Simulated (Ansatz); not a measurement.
# CoSi+ (septet): wave-function methods side by side, def2-TZVPP

An exercise on one series of results from a longer session: the logs are not shown, and one member is left open.

Computed with Ansatz 0.2.0, Gaussian basis. Level: def2-TZVPP, core rule «outside noble gas», up to 14 orbitals frozen.

To be run: UHF; ROHF; CCSD(T) on UHF.

## The geometry

The geometry is a PBE0/def2-TZVP stationary point (not a proven minimum) of the parent state, kept for this charge and spin.

2 atoms, charge 1, spin multiplicity 7.

Atoms are counted from 1 here; the program's logs count them from 0.

Bond lengths: Co1–Si2 2.358 Å.

Set-up of the first run:

File in.yaml:

```yaml
crystal:
  periodic: [false, false, false]
  atoms:
    - {symbol: Co, position_ang: [0.000000, 0.000000, 0.000000]}
    - {symbol: Si, position_ang: [0.000000, 0.000000, 2.357600]}
basis:
  gaussian: {orbitals: def2-TZVPP}
total_charge: 1
magnetization: {spin_polarized: true, initial_magnetization: 6}
hamiltonian: {xc: hf}
output: {orbitals: {seedname: orbitals}}
```

Command:

```bash
> ansatz run in.yaml --threads 1 --pin off --events-out ev --progress --plain --max-ram 4096MiB --backend cpu
```

Steps of the session up to this table: UHF; ROHF; CCSD(T) on UHF.

One table of the session follows, with a row left open; its other results are not shown here.

| method | from UCCSD(T) (kcal/mol) |
| --- | --- |
| ROHF | +198.46 |
| UHF | ? |
| UMP2 | +15.99 |
| UCCSD | +6.79 |
| UCCSD(T) | 0 |

Estimate the missing values for UHF.

**Answer.** from UCCSD(T) (kcal/mol): +190.25. In the column «from UCCSD(T) (kcal/mol)» it lies between UMP2 (+15.99) and ROHF (+198.46).
